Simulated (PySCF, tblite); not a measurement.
# C₅H₁₀GeO: geometry, infrared bands and NMR shifts

Aim: predict the infrared bands and NMR shifts of C₅H₁₀GeO (`CC(=O)C1[CH2][GeH2][CH2]1`).

The runs use tblite 0.8.0 and PySCF 2.14.0, with density-fitted response routines of our own; the level of theory stands in each step. All values are computed, except where a source is named. Atoms are numbered from 0 throughout.

## 1. Starting geometry

17 atoms, charge 0, multiplicity 1; geometry from: force field or distance geometry start.

Bonds of the start (Å): C0–C1 1.51, C1–O2 1.22, C1–C3 1.51, C3–C4 1.55, C4–Ge5 1.95, Ge5–C6 1.94, C6–C3 1.53, C0–H7 1.12, C0–H8 1.11, C0–H9 1.10, C3–H10 1.11, C4–H11 1.11, C4–H12 1.11, Ge5–H13 1.54, Ge5–H14 1.54, C6–H15 1.11, C6–H16 1.11.

## 2. Geometry optimisation with GFN2-xTB

What the job is given:

```
{"job": {"kind": "relax", "xc": "GFN2-xTB", "basis": "xTB"}, "charge": 0, "multiplicity": 1}
C      2.584300    -0.376700     0.299900
C      1.176500    -0.584600    -0.217200
O      0.973400    -1.531500    -0.956600
C      0.051900     0.342400     0.189400
C     -1.142800    -0.413000     0.816900
Ge    -2.407800     0.156300    -0.550100
C     -0.688200     0.940500    -1.007600
H      2.637600     0.513600     0.975600
H      2.911600    -1.273300     0.867400
H      3.257700    -0.212900    -0.552200
H      0.396600     1.137800     0.881400
H     -1.422000    -0.011000     1.808400
H     -1.036600    -1.515800     0.827800
H     -3.419000     1.199600    -0.028900
H     -2.819600    -0.981400    -1.501900
H     -0.731400     2.047500    -0.942900
H     -0.329300     0.574500    -1.986700
```

Run with:

```sh
$ OMP_NUM_THREADS=1 python probes_run.py task.json out
```

One launch serves the whole session: the jobs run in the order shown.

**Question.** This job is followed by: GFN2-xTB harmonic vibrations, gas phase; GIAO PBE0/pcSseg-1 NMR shielding, non-relativistic, gas phase. Predict these results of the whole session: strongest single infrared mode (GFN2-xTB); zero-point energy (GFN2-xTB); 13C shifts against TMS (PBE0/pcSseg-1, means over atoms taken as alike); 1H shifts against TMS (PBE0/pcSseg-1, means over atoms taken as alike); 17O shifts against H2O (PBE0/pcSseg-1); 73Ge shifts against GeMe4 (PBE0/pcSseg-1).

As calculated:

| quantity | value |
| --- | --- |
| strongest single infrared mode (GFN2-xTB) | 1836 cm⁻¹, 466 km/mol |
| zero-point energy (GFN2-xTB) | 82.2 kcal/mol |
| 13C shifts against TMS (PBE0/pcSseg-1, means over atoms taken as alike) | 226.9, 53.6, 29.8, 28.3 ppm |
| 1H shifts against TMS (PBE0/pcSseg-1, means over atoms taken as alike) | 5.65, 5.03, 3.26, 2.30, 1.89, 1.38 ppm |
| 17O shifts against H2O (PBE0/pcSseg-1) | 619.8 ppm |
| 73Ge shifts against GeMe4 (PBE0/pcSseg-1) | -92 ppm |

In words: Relaxing lowered the energy by 0.614 eV in 69 steps; the close pair that moved most is Ge5–C6, from 1.945 to 1.995 Å. The lowest mode is imaginary (137i cm⁻¹), so the xTB geometry is not a minimum. The strongest single mode, at 1836 cm⁻¹, moves mainly H13. GFN2-xTB is a fitted tight-binding method: band positions and strengths are rough. Its intensities can rank the bands wrongly. C1 (ketone carbonyl carbon) lies farthest downfield among carbon, at 226.9 ppm; the double bond to the heteroatom, with no lone-pair donor beside it, deshields it most. At PBE0/pcSseg-1: The largest span, 1180 ppm, is at O2, where the paramagnetic term is -688 ppm. Spin-orbit coupling is left out, which matters for shieldings and couplings at and beside the heavy atoms.
